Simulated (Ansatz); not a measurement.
# C2H7BO: a dynamics run in two tries

Wanted: a short trajectory, and a check that the input is sound. SMILES of the start: CB(C)O.

Method: RKS PBE/6-31G, in Ansatz 0.2.0.

**1. The starting structure**

Bond lengths: B1–O2 1.398 Å, O2–H3 0.986 Å, B1–C4 1.576 Å, C4–H5 1.109 Å, C4–H6 1.106 Å, C4–H7 1.102 Å, B1–C8 1.585 Å, C8–H9 1.106 Å, C8–H10 1.108 Å, C8–H11 1.106 Å. Angles (14 of 16 angles, heavy atoms first): O2–B1–C4 115.8°, O2–B1–C8 121.3°, C4–B1–C8 123.0°, B1–O2–H3 115.5°, B1–C4–H5 110.1°, B1–C4–H6 111.7°, B1–C4–H7 112.2°, B1–C8–H9 114.6°, B1–C8–H10 109.7°, B1–C8–H11 110.8°, H5–C4–H6 105.9°, H5–C4–H7 107.8°, H6–C4–H7 108.9°, H9–C8–H10 107.5°.

Coordinates:

```xyz
11

B    -0.0133   -0.0654   -0.0295
O     0.0523   -0.2387    1.3567
H    -0.8123   -0.3834    1.8070
C     1.3676    0.1431   -0.7599
H     1.6154   -0.7510   -1.3668
H     1.3312    0.9912   -1.4693
H     2.1936    0.3077   -0.0486
C    -1.4013   -0.0798   -0.7957
H    -2.2668   -0.3831   -0.1769
H    -1.6172    0.9301   -1.1981
H    -1.3587   -0.7522   -1.6734
```

**2. The run**

The input, input.yaml:

```yaml
crystal:
  periodic: [false, false, false]
  atoms:
    - { symbol: B, position_ang: [-0.013328, -0.065374, -0.029483] }
    - { symbol: O, position_ang: [0.052327, -0.23865, 1.356675] }
    - { symbol: H, position_ang: [-0.812291, -0.383404, 1.806995] }
    - { symbol: C, position_ang: [1.36759, 0.143079, -0.759899] }
    - { symbol: H, position_ang: [1.615363, -0.750976, -1.366846] }
    - { symbol: H, position_ang: [1.331223, 0.991245, -1.469283] }
    - { symbol: H, position_ang: [2.193627, 0.307691, -0.048574] }
    - { symbol: C, position_ang: [-1.401328, -0.079849, -0.795676] }
    - { symbol: H, position_ang: [-2.266799, -0.38313, -0.176861] }
    - { symbol: H, position_ang: [-1.617209, 0.93012, -1.198065] }
    - { symbol: H, position_ang: [-1.358676, -0.752249, -1.673383] }
basis:
  gaussian: { orbitals: "6-31G" }
hamiltonian:
  xc: pbe
md:
  timestep: -0.5
  n_steps: 25
  ensemble: nvt_nose_hoover
  temperature: 1000.0
  initial_velocities: maxwell_boltzmann
  seed: 913921
  nose_hoover: { tau: 50.0, chain_length: 1 }
```

Command:

```
> ansatz run input.yaml --threads 1 --pin off --max-ram 2048MiB --backend cpu --events-out ev --progress --plain --runs-dir out
```

Before running it: what results should come out? Wanted: first try.

As calculated:

| quantity | value |
| --- | --- |
| first try | refused |
| cause | the time step is negative |

In words: The fault in the first input was caught at the input check and cost nothing.
